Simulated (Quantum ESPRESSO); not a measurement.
A run of Quantum ESPRESSO 7.5:

Contents of pw.in:

```
&CONTROL
  calculation = 'scf'
  prefix = 'pwscf'
  outdir = './tmp'
  pseudo_dir = './pseudo'
  tprnfor = .true.
  disk_io = 'nowf'
/
&SYSTEM
  ibrav = 0
  nat = 3
  ntyp = 2
  ecutwfc = 45
  ecutrho = 360
  nbnd = 24
  occupations = 'smearing'
  smearing = 'gaussian'
  degauss = 0.00367493
  nspin = 2
  starting_magnetization(1) = 0.25
  starting_magnetization(2) = 0
  nosym = .true.
/
&ELECTRONS
  conv_thr = 7.5d-07
  electron_maxstep = 100
  mixing_beta = 0.7
  mixing_ndim = 20
  startingpot = 'file'
  mixing_fixed_ns = 5
/
ATOMIC_SPECIES
Pt   195.0840 pt_pbe_v1.4.uspp.F.UPF
S     32.0600 s_pbe_v1.4.uspp.F.UPF
CELL_PARAMETERS angstrom
   3.5431995400    0.0000000000    0.0000000000
  -1.7715997700    3.0685008100    0.0000000000
   0.0000000000    0.0000000000    5.0388000900
ATOMIC_POSITIONS crystal
Pt     0.0000000000    0.0000000000    0.0000000000
S      0.3333333333    0.6666666667    0.2500000000
S      0.6666666667    0.3333333333    0.7500000000
K_POINTS automatic
5 5 3 0 0 0
HUBBARD {atomic}
U Pt-5d 7.0
```

File start.in:

```
&CONTROL
  calculation = 'scf'
  prefix = 'pwscf'
  outdir = './tmp'
  pseudo_dir = './pseudo'
  disk_io = 'nowf'
/
&SYSTEM
  ibrav = 0
  nat = 3
  ntyp = 2
  ecutwfc = 45
  ecutrho = 360
  nbnd = 24
  occupations = 'smearing'
  smearing = 'gaussian'
  degauss = 0.00367493
  nspin = 2
  starting_magnetization(1) = 0.25
  starting_magnetization(2) = 0
  nosym = .true.
/
&ELECTRONS
  conv_thr = 7.5d-07
  electron_maxstep = 1
  mixing_beta = 0.7
  mixing_ndim = 20
  scf_must_converge = .false.
/
ATOMIC_SPECIES
Pt   195.0840 pt_pbe_v1.4.uspp.F.UPF
S     32.0600 s_pbe_v1.4.uspp.F.UPF
CELL_PARAMETERS angstrom
   3.5431995400    0.0000000000    0.0000000000
  -1.7715997700    3.0685008100    0.0000000000
   0.0000000000    0.0000000000    5.0388000900
ATOMIC_POSITIONS crystal
Pt     0.0000000000    0.0000000000    0.0000000000
S      0.3333333333    0.6666666667    0.2500000000
S      0.6666666667    0.3333333333    0.7500000000
K_POINTS automatic
5 5 3 0 0 0
HUBBARD {atomic}
U Pt-5d 7.0
```

File occup.txt:

```
 0.8229  0.1134  0.2029  0.1408  0.2681
 0.1134  0.7156  0.2061  0.0019 -0.3849
 0.2029  0.2061  0.2340 -0.3076  0.0313
 0.1408  0.0019 -0.3076  0.8480 -0.1203
 0.2681 -0.3849  0.0313 -0.1203  0.3795
 0.5585 -0.1218 -0.0530 -0.4690 -0.0948
-0.1218  0.8292  0.2209 -0.0711 -0.2700
-0.0530  0.2209  0.5891 -0.1565  0.4074
-0.4690 -0.0711 -0.1565  0.4771  0.0029
-0.0948 -0.2700  0.4074  0.0029  0.5460
 0.0000  0.0000  0.0000  0.0000  0.0000
 0.0000  0.0000  0.0000  0.0000  0.0000
 0.0000  0.0000  0.0000  0.0000  0.0000
 0.0000  0.0000  0.0000  0.0000  0.0000
 0.0000  0.0000  0.0000  0.0000  0.0000
 0.0000  0.0000  0.0000  0.0000  0.0000
 0.0000  0.0000  0.0000  0.0000  0.0000
 0.0000  0.0000  0.0000  0.0000  0.0000
 0.0000  0.0000  0.0000  0.0000  0.0000
 0.0000  0.0000  0.0000  0.0000  0.0000
 0.0000  0.0000  0.0000  0.0000  0.0000
 0.0000  0.0000  0.0000  0.0000  0.0000
 0.0000  0.0000  0.0000  0.0000  0.0000
 0.0000  0.0000  0.0000  0.0000  0.0000
 0.0000  0.0000  0.0000  0.0000  0.0000
 0.0000  0.0000  0.0000  0.0000  0.0000
 0.0000  0.0000  0.0000  0.0000  0.0000
 0.0000  0.0000  0.0000  0.0000  0.0000
 0.0000  0.0000  0.0000  0.0000  0.0000
 0.0000  0.0000  0.0000  0.0000  0.0000
```

Potentials or basis: GBRV 1.5 PBE.

Run with:

```bash
$ OMP_NUM_THREADS=1 mpirun -n 2 pw.x -nk 2 -in start.in > start.out
$ cp occup.txt tmp/pwscf.save/occup.txt
$ OMP_NUM_THREADS=1 mpirun -n 2 pw.x -nk 2 -in pw.in > pw.out
```

Hardware: 2 MPI ranks on Intel(R) Xeon(R) Platinum 8488C (Sapphire Rapids), with other jobs on the host.

Task: How long does it take, and how much memory?

Result: Wall time 64 s on 2 MPI ranks on Intel(R) Xeon(R) Platinum 8488C (Sapphire Rapids), on a shared host, peak memory 0.4 GiB a rank. Counts: scf iterations 27, k pools 2, bands 24, k points 38, g dense 42615.
